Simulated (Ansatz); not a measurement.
Working through a geometry optimisation of BrFH2NSi, SMILES N[Si](F)Br

Computed with Ansatz 0.2.0 through its Python package.

Run as a notebook:

In [1]:
```python
import ansatz as az
import numpy as np
```

In [2]:
```python
molecule = (
    az.Crystal.molecule()
    .atom("N", [-0.4367, 0.7448, -0.454])
    .atom("Si", [0.3556, -0.6911, -0.5324])
    .atom("F", [1.6793, -0.3813, 0.2571])
    .atom("Br", [-0.7806, -2.0801, 0.6675])
    .atom("H", [-0.9869, 0.8006, 0.4012])
    .atom("H", [0.2114, 1.5431, -0.3857])
)
```

In [3]:
```python
calc = (
    molecule.calculation()
    .basis(gaussian="def2-SVP")
    .functional("hf")
    .spin("collinear", total=1)
)
symbols = [site.symbol for site in molecule.cartesian_sites]
start = np.array([site.position_ang for site in molecule.cartesian_sites], dtype=float)
def progress(event):
    if event["event"] == "relax_step":
        row = event["data"]
        print(f"step {row['step']:3d}  E = {row['lagrangian_ev']:.6f} eV  max force {row['allowed_force_max_ev_ang']:.4f} eV/A")


data = calc.relax(force_tolerance=0.02, max_steps=100).session().plan().execute(on_event=progress).report
end = np.array(data["positions_ang"])
```
```text
step   1  E = -82068.278140 eV  max force 3.4697 eV/A
step   2  E = -82068.600817 eV  max force 1.0434 eV/A
step   3  E = -82068.537451 eV  max force 2.5404 eV/A
step   4  E = -82068.701900 eV  max force 0.4214 eV/A
step   5  E = -82068.738548 eV  max force 0.3231 eV/A
step   6  E = -82068.764547 eV  max force 0.2126 eV/A
step   7  E = -82068.768648 eV  max force 0.3709 eV/A
step   8  E = -82068.772065 eV  max force 0.3717 eV/A
step   9  E = -82068.772792 eV  max force 0.2682 eV/A
step  10  E = -82068.773293 eV  max force 0.4198 eV/A
step  11  E = -82068.777538 eV  max force 0.2049 eV/A
step  12  E = -82068.782926 eV  max force 0.2673 eV/A
step  13  E = -82068.772987 eV  max force 0.4062 eV/A
step  14  E = -82068.787383 eV  max force 0.2109 eV/A
step  15  E = -82068.790208 eV  max force 0.1072 eV/A
step  16  E = -82068.793095 eV  max force 0.2926 eV/A
step  17  E = -82068.797585 eV  max force 0.2541 eV/A
step  18  E = -82068.800617 eV  max force 0.1299 eV/A
step  19  E = -82068.801558 eV  max force 0.2190 eV/A
step  20  E = -82068.802704 eV  max force 0.1455 eV/A
step  21  E = -82068.803553 eV  max force 0.0907 eV/A
step  22  E = -82068.803954 eV  max force 0.0494 eV/A
step  23  E = -82068.804024 eV  max force 0.0345 eV/A
step  24  E = -82068.804095 eV  max force 0.0220 eV/A
step  25  E = -82068.804113 eV  max force 0.0271 eV/A
step  26  E = -82068.804134 eV  max force 0.0171 eV/A
```

In [4]:
```python
for key in ("converged", "free_energy_ev", "reference_energy_ev", "n_frozen", "n_occupied", "n_virtual"):
    print(f"{key:22s} {data[key]}")
```
```text
converged              True
free_energy_ev         -82068.80413433298
reference_energy_ev    -82068.80413433298
n_frozen               0
n_occupied             [34, 33]
n_virtual              [54, 55]
```

In [5]:
```python
print("final positions (A) and the move of each atom")
for symbol, xyz, old in zip(symbols, end, start):
    print(f"{symbol:2s} {xyz[0]:10.5f} {xyz[1]:10.5f} {xyz[2]:10.5f}   {np.linalg.norm(xyz - old):7.4f}")
```
```text
final positions (A) and the move of each atom
N    -0.35087    0.83814   -0.24220    0.2469
Si    0.26048   -0.72809   -0.43953    0.1380
F     1.82870   -0.59604   -0.10920    0.4501
Br   -0.59406   -2.24720    0.98244    0.4024
H    -1.30835    1.09189   -0.38040    0.8939
H     0.20621    1.57731    0.14259    0.5294
```

In [6]:
```python
charges = data["charge_distribution"]
dipole = np.array(charges["dipole_moment_e_ang"]) * 4.803205
print("dipole (D): {:.3f} {:.3f} {:.3f}, length {:.3f}".format(*dipole, np.linalg.norm(dipole)))
print("atom  Mulliken   Lowdin")
for symbol, m, l in zip(symbols, charges["mulliken_charges_e"], charges["lowdin_charges_e"]):
    print(f"{symbol:4s} {m:9.3f} {l:8.3f}")
with open("brfh2nsi_opt.xyz", "w") as handle:
    handle.write(f"{len(symbols)}\nrelaxed BrFH2NSi\n")
    handle.writelines(f"{s:2s} {x:11.6f} {y:11.6f} {z:11.6f}\n" for s, (x, y, z) in zip(symbols, end))
```
```text
dipole (D): -1.438 2.409 -1.116, length 3.019
atom  Mulliken   Lowdin
N       -0.520   -0.012
Si       1.030    0.146
F       -0.470   -0.100
Br      -0.374   -0.054
H        0.165    0.008
H        0.168    0.012
```

File `brfh2nsi_opt.xyz` afterwards:
```text
6
relaxed BrFH2NSi
N    -0.350871    0.838136   -0.242200
Si    0.260479   -0.728087   -0.439533
F     1.828698   -0.596040   -0.109197
Br   -0.594057   -2.247205    0.982441
H    -1.308354    1.091890   -0.380398
H     0.206206    1.577306    0.142587
```

Notes:
- Total energies depend on the basis set; only differences at equal settings carry meaning.
- The end point is the stationary point reached from this start; no frequency run checks that it is a minimum, and the basis set is modest.
- The species is open-shell (spin multiplicity 2).
- The Löwdin charges here are taken after orthogonalising the functions within each atom; they differ from plain Löwdin charges, and their signs can be unphysical.
- Timing: 91 s on 1 thread of Arm Neoverse V1, with other jobs on the host, peak memory 0.31 GiB.

(Lines on the test bed's own set-up are left out of the output.)
